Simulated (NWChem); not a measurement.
# One shape, several levels: CH7FOSi2 (SMILES C[SiH](F)[SiH2]O)

Aim: a comparison of 4 runs (HF/STO-3G, HF/3-21G, B3LYP/6-31G*) of CH7FOSi2. 

The calculation is run with NWChem 7.3.0.

### Step 1. The molecule

CH7FOSi2: 12 atoms, total charge 0, spin state singlet. SMILES: `C[SiH](F)[SiH2]O`. Geometry: relaxed at PBE0-D4/def2-TZVP. This is one conformer, not always the lowest.

Bond lengths: C1–Si2 1.860 Å, Si2–F3 1.616 Å, Si2–Si4 2.354 Å, Si4–O5 1.656 Å, C1–H6 1.093 Å, C1–H7 1.092 Å, C1–H8 1.094 Å, Si2–H9 1.491 Å, Si4–H10 1.493 Å, Si4–H11 1.486 Å, O5–H12 0.958 Å. Some angles: C1–Si2–F3 108.3°, C1–Si2–Si4 113.0°, F3–Si2–Si4 106.9°, Si2–Si4–O5 111.2°, C1–Si2–H9 110.1°, F3–Si2–H9 106.9°, Si4–Si2–H9 111.3°, Si2–C1–H6 110.9°, Si2–C1–H7 111.2°, Si2–C1–H8 109.9°.

### Step 2. Energy and forces at HF/STO-3G (run 1)

Contents of struct.nw:

```
start struct
memory stack 880 mb heap 220 mb global 1100 mb

geometry units bohr noautosym nocenter noautoz
 C     -2.18849182    -0.46997489     2.80794405
 Si     0.96829567    -0.92691066     1.33074514
 F      2.93266597     1.00155485     2.65393137
 Si     0.99966512    -0.01965315    -3.02393974
 O      0.20295659     2.95836625    -3.56421244
 H     -2.09117093    -0.74568593     4.85206080
 H     -2.92227248     1.42239685     2.43415622
 H     -3.53076429    -1.83964838     2.03674682
 H      1.91051311    -3.53208710     1.84172708
 H      3.53152018    -0.61964120    -4.11279994
 H     -0.92539888    -1.57017344    -4.35751947
 H      1.25817965     4.23695494    -2.83515610
end

basis spherical bse
 * library STO-3G
end

scf
 thresh 1e-08
 maxiter 80
end

task scf gradient
```

Started as:

```
$ nwchem struct.nw > struct.out
```

What it wrote:

```text
[...]
  functions       =    40
[...]
  wavefunction    = RHF
[...]
         Total SCF energy =   -784.617196044229
      One-electron energy =  -1695.409178939393
      Two-electron energy =    609.029423269305
 Nuclear repulsion energy =    301.762559625859
        Time for solution =      4.3s
[...]
                         RHF ENERGY GRADIENTS
    atom               coordinates                        gradient
                 x          y          z           x          y          z
   1 C      -2.188492  -0.469975   2.807944    0.006696   0.003519  -0.001258
   2 Si      0.968296  -0.926911   1.330745   -0.010273   0.027287   0.030423
   3 F       2.932666   1.001555   2.653931   -0.007582  -0.006809  -0.007966
   4 Si      0.999665  -0.019653  -3.023940   -0.013928   0.042389  -0.010970
   5 O       0.202957   2.958366  -3.564212    0.033895   0.000922   0.025950
   6 H      -2.091171  -0.745686   4.852061    0.002583  -0.002109   0.008874
   7 H      -2.922272   1.422397   2.434156   -0.002016   0.008367  -0.003161
   8 H      -3.530764  -1.839648   2.036747   -0.004557  -0.007606  -0.005509
   9 H       1.910513  -3.532087   1.841727    0.012704  -0.028862   0.005406
  10 H       3.531520  -0.619641  -4.112800    0.029310  -0.007399  -0.011821
  11 H      -0.925399  -1.570173  -4.357519   -0.022283  -0.018943  -0.013766
[...]
```

Wall time 6.3 s (1 thread of Intel Xeon Platinum 8259CL at 2.50GHz (Skylake/Cascade Lake), shared host); peak memory 0.098 GiB.

### Step 3. Energy and forces at HF/3-21G (run 2)

Contents of struct.nw:

```
start struct
memory total 2200 mb
charge 0
geometry units angstrom noautosym nocenter noautoz
  C     -1.158100    -0.248700     1.485900
  Si     0.512400    -0.490500     0.704200
  F      1.551900     0.530000     1.404400
  Si     0.529000    -0.010400    -1.600200
  O      0.107400     1.565500    -1.886100
  H     -1.106600    -0.394600     2.567600
  H     -1.546400     0.752700     1.288100
  H     -1.868400    -0.973500     1.077800
  H      1.011000    -1.869100     0.974600
  H      1.868800    -0.327900    -2.176400
  H     -0.489700    -0.830900    -2.305900
  H      0.665800     2.242100    -1.500300
end
basis spherical bse
  * library 3-21G
end
scf
  thresh 1e-08
  maxiter 80
  noprint "final vectors analysis"
end
task scf gradient
```

Started as:

```
$ nwchem struct.nw > struct.out
```

What it wrote:

```text
[...]
  functions       =    67
[...]
  wavefunction    = RHF
[...]
         Total SCF energy =   -789.957772595141
      One-electron energy =  -1696.461651230293
      Two-electron energy =    604.741297469630
 Nuclear repulsion energy =    301.762581165522
        Time for solution =      5.2s
[...]
                         RHF ENERGY GRADIENTS
    atom               coordinates                        gradient
                 x          y          z           x          y          z
   1 C      -2.188492  -0.469975   2.807944    0.015568   0.000117  -0.004619
   2 Si      0.968296  -0.926911   1.330745    0.001459   0.018288   0.011827
   3 F       2.932666   1.001555   2.653931   -0.018560  -0.016915  -0.010300
   4 Si      0.999665  -0.019653  -3.023940   -0.002033   0.030125   0.004755
   5 O       0.202957   2.958366  -3.564212    0.001631  -0.019366  -0.000540
   6 H      -2.091171  -0.745686   4.852060    0.001830  -0.001383   0.005111
   7 H      -2.922272   1.422397   2.434156   -0.000581   0.004896  -0.002202
   8 H      -3.530764  -1.839648   2.036747   -0.001927  -0.003677  -0.002906
   9 H       1.910513  -3.532087   1.841727    0.002255  -0.001466   0.002204
  10 H       3.531520  -0.619641  -4.112800    0.000616   0.001272  -0.001376
  11 H      -0.925399  -1.570173  -4.357519   -0.001934   0.000718  -0.003050
[...]
```

Run time: 7.5 s. Hardware: 1 thread of Intel Xeon Platinum 8259CL at 2.50GHz (Skylake/Cascade Lake), shared host; peak memory 0.099 GiB.

### Step 4. Energy and gradient at B3LYP/6-31G(d) (spherical functions) (run 3)

Contents of run.nw:

```
start run
memory stack 880 mb heap 220 mb global 1100 mb

geometry noautosym nocenter noautoz
  C     -1.158100    -0.248700     1.485900
  Si     0.512400    -0.490500     0.704200
  F      1.551900     0.530000     1.404400
  Si     0.529000    -0.010400    -1.600200
  O      0.107400     1.565500    -1.886100
  H     -1.106600    -0.394600     2.567600
  H     -1.546400     0.752700     1.288100
  H     -1.868400    -0.973500     1.077800
  H      1.011000    -1.869100     0.974600
  H      1.868800    -0.327900    -2.176400
  H     -0.489700    -0.830900    -2.305900
  H      0.665800     2.242100    -1.500300
end

basis spherical bse
  * library 6-31G*
end

dft
  xc b3lyp
  grid fine
  convergence energy 1e-08
  maxiter 100
  mulliken
end

task dft gradient
```

Started as:

```
$ nwchem run.nw > run.out
```

What it wrote:

```text
[...]
          Wavefunction type:  closed shell.
          No. of atoms     :    12
          No. of electrons :    58
[...]
          Charge           :     0
          Spin multiplicity:     1
[...]
          AO basis - number of functions:    92
[...]
              XC Information
              --------------
                         B3LYP Method XC Potential
                     Hartree-Fock (Exact) Exchange  0.200
                        Slater Exchange Functional  0.800 local
                    Becke 1988 Exchange Functional  0.720 non-local
              Lee-Yang-Parr Correlation Functional  0.810
                  VWN I RPA Correlation Functional  0.190 local
[...]
 d= 0,ls=0.0,diis     1   -796.3613215954 -1.10D+03  1.74D-02  8.72D-01     4.9
[...]
 d= 0,ls=0.0,diis    10   -796.4606004205 -2.30D-09  2.67D-07  1.22D-09    37.0
         Total DFT energy =     -796.460600420454
      One electron energy =    -1702.686228857912
           Coulomb energy =      673.620128988365
    Exchange-Corr. energy =      -69.157081716429
 Nuclear repulsion energy =      301.762581165522
[...]
      Total Density - Mulliken Population Analysis
     ---------------------------------------------
    Atom       Charge   Shell Charges
 -----------   ------   -------------------------------------------------------
    1 C    6     6.69   2.00  0.67  2.14  0.68  1.17  0.02
    2 Si  14    13.33   2.00  2.00  5.96  0.97  1.71  0.18  0.27  0.23
    3 F    9     9.40   2.00  0.93  3.32  1.03  2.12  0.01
    4 Si  14    13.54   2.00  2.00  5.96  0.98  1.82  0.23  0.33  0.22
    5 O    8     8.71   2.00  0.90  2.95  0.95  1.90  0.02
    6 H    1     0.82   0.52  0.30
    7 H    1     0.82   0.52  0.30
    8 H    1     0.83   0.52  0.31
    9 H    1     1.11   0.51  0.60
   10 H    1     1.10   0.51  0.58
[...]
  wavefunction    = closed shell
                         DFT ENERGY GRADIENTS
    atom               coordinates                        gradient
                 x          y          z           x          y          z
   1 C      -2.188492  -0.469975   2.807944    0.002811   0.000803  -0.000965
   2 Si      0.968296  -0.926911   1.330745    0.000598   0.005851   0.008041
   3 F       2.932666   1.001555   2.653931   -0.008265  -0.007517  -0.005653
   4 Si      0.999665  -0.019653  -3.023940   -0.003069   0.010318  -0.003292
   5 O       0.202957   2.958366  -3.564212    0.009010  -0.005760   0.006451
   6 H      -2.091171  -0.745686   4.852060    0.000785  -0.000010  -0.002257
   7 H      -2.922272   1.422397   2.434156    0.001286  -0.001845  -0.000121
   8 H      -3.530764  -1.839648   2.036747    0.002310   0.001162   0.000148
   9 H       1.910513  -3.532087   1.841727    0.000285   0.001781  -0.000054
  10 H       3.531520  -0.619641  -4.112800   -0.000981   0.001045   0.000626
  11 H      -0.925399  -1.570173  -4.357519    0.000239   0.000237   0.000472
[...]
```

It took 50 s on 1 thread of Intel Xeon Platinum 8259CL at 2.50GHz (Skylake/Cascade Lake), shared host; peak memory 0.13 GiB.

### Step 5. Energy and gradient at B3LYP/6-31G(d) (Cartesian functions) (run 4)

Contents of ch7fosi2.nw:

```
start ch7fosi2
title "CH7FOSi2"
memory total 2200 mb
charge 0

geometry units angstrom noautosym nocenter noautoz
C       -1.158100      -0.248700       1.485900
Si       0.512400      -0.490500       0.704200
F        1.551900       0.530000       1.404400
Si       0.529000      -0.010400      -1.600200
O        0.107400       1.565500      -1.886100
H       -1.106600      -0.394600       2.567600
H       -1.546400       0.752700       1.288100
H       -1.868400      -0.973500       1.077800
H        1.011000      -1.869100       0.974600
H        1.868800      -0.327900      -2.176400
H       -0.489700      -0.830900      -2.305900
H        0.665800       2.242100      -1.500300
end

basis
* library 6-31G*
end

dft
xc b3lyp
grid fine
convergence energy 1e-08
iterations 100
mulliken
print medium
end

task dft gradient
```

Started as:

```
$ nwchem ch7fosi2.nw > ch7fosi2.out
```

What it wrote:

```text
[...]
          Wavefunction type:  closed shell.
          No. of atoms     :    12
          No. of electrons :    58
[...]
          Charge           :     0
          Spin multiplicity:     1
[...]
          AO basis - number of functions:    97
[...]
              XC Information
              --------------
                         B3LYP Method XC Potential
                     Hartree-Fock (Exact) Exchange  0.200
                        Slater Exchange Functional  0.800 local
                    Becke 1988 Exchange Functional  0.720 non-local
              Lee-Yang-Parr Correlation Functional  0.810
                  VWN I RPA Correlation Functional  0.190 local
[...]
 d= 0,ls=0.0,diis     1   -796.3658834967 -1.10D+03  1.78D-02  1.01D+00     5.0
[...]
 d= 0,ls=0.0,diis    10   -796.4672781880 -2.80D-09  2.90D-07  1.56D-09    38.5
         Total DFT energy =     -796.467278187999
      One electron energy =    -1702.570681281273
           Coulomb energy =      673.448482785629
    Exchange-Corr. energy =      -69.107660857877
 Nuclear repulsion energy =      301.762581165522
[...]
      Total Density - Mulliken Population Analysis
     ---------------------------------------------
    Atom       Charge   Shell Charges
 -----------   ------   -------------------------------------------------------
    1 C    6     6.68   1.99  0.67  2.14  0.68  1.17  0.02
    2 Si  14    13.35   2.00  1.99  5.96  1.04  1.72  0.19  0.28  0.17
    3 F    9     9.38   1.99  0.95  3.32  0.94  2.11  0.07
    4 Si  14    13.55   2.00  1.99  5.96  1.02  1.82  0.24  0.33  0.18
    5 O    8     8.70   1.99  0.90  2.95  0.92  1.90  0.04
    6 H    1     0.82   0.52  0.30
    7 H    1     0.82   0.52  0.30
    8 H    1     0.83   0.52  0.31
    9 H    1     1.11   0.51  0.60
   10 H    1     1.10   0.51  0.58
[...]
  wavefunction    = closed shell
                         DFT ENERGY GRADIENTS
    atom               coordinates                        gradient
                 x          y          z           x          y          z
   1 C      -2.188492  -0.469975   2.807944    0.002619   0.000851  -0.000883
   2 Si      0.968296  -0.926911   1.330745    0.000288   0.005128   0.007453
   3 F       2.932666   1.001555   2.653931   -0.007713  -0.006945  -0.005272
   4 Si      0.999665  -0.019653  -3.023940   -0.002956   0.009892  -0.003187
   5 O       0.202957   2.958366  -3.564212    0.008979  -0.005530   0.006404
   6 H      -2.091171  -0.745686   4.852060    0.000787  -0.000011  -0.002188
   7 H      -2.922272   1.422397   2.434156    0.001264  -0.001775  -0.000130
   8 H      -3.530764  -1.839648   2.036747    0.002237   0.001124   0.000141
   9 H       1.910513  -3.532087   1.841727    0.000305   0.001807  -0.000050
  10 H       3.531520  -0.619641  -4.112800   -0.000959   0.001025   0.000618
  11 H      -0.925399  -1.570173  -4.357519    0.000212   0.000269   0.000502
[...]
```

Wall time 51 s (1 thread of Intel Xeon Platinum 8259CL at 2.50GHz (Skylake/Cascade Lake), shared host); peak memory 0.13 GiB.

### Step 6. The series

```
run                               level  iteration cap  module  energy (Eh)  dipole moment (D)  HOMO energy (eV)  LUMO energy (eV)  wall time
  1                           HF/STO-3G             80     scf  -784.617196               0.81             -7.62             10.50      6.3 s
  2                            HF/3-21G             80     scf  -789.957773               1.00                 –                 –      7.5 s
  3  B3LYP/6-31G* (spherical functions)            100     dft  -796.460600               0.71             -7.18             -0.46       50 s
  4  B3LYP/6-31G* (Cartesian functions)            100     dft  -796.467278               0.71             -7.19             -0.49       51 s
```

### Step 7. What came out

```
                       quantity          value
            run 4: total energy  -796.46728 Eh
           run 4: dipole moment         0.71 D
             run 4: HOMO energy       -7.19 eV
             run 4: LUMO energy       -0.49 eV
           run 4: HOMO–LUMO gap        6.70 eV
run 4: largest force on an atom     0.634 eV/Å
```

In words: The dipole moment (its size) runs from 0.71 D (B3LYP/6-31G*) to 1.00 D (HF/3-21G). The two ends differ in method and basis. Over runs 1, 3, 4 the HOMO–LUMO gap runs from 6.70 eV (B3LYP/6-31G*) to 18.12 eV (HF/STO-3G). In run 1 the basis is minimal, so the values are rough. All runs together took 1.9 min, the longest 51 s.
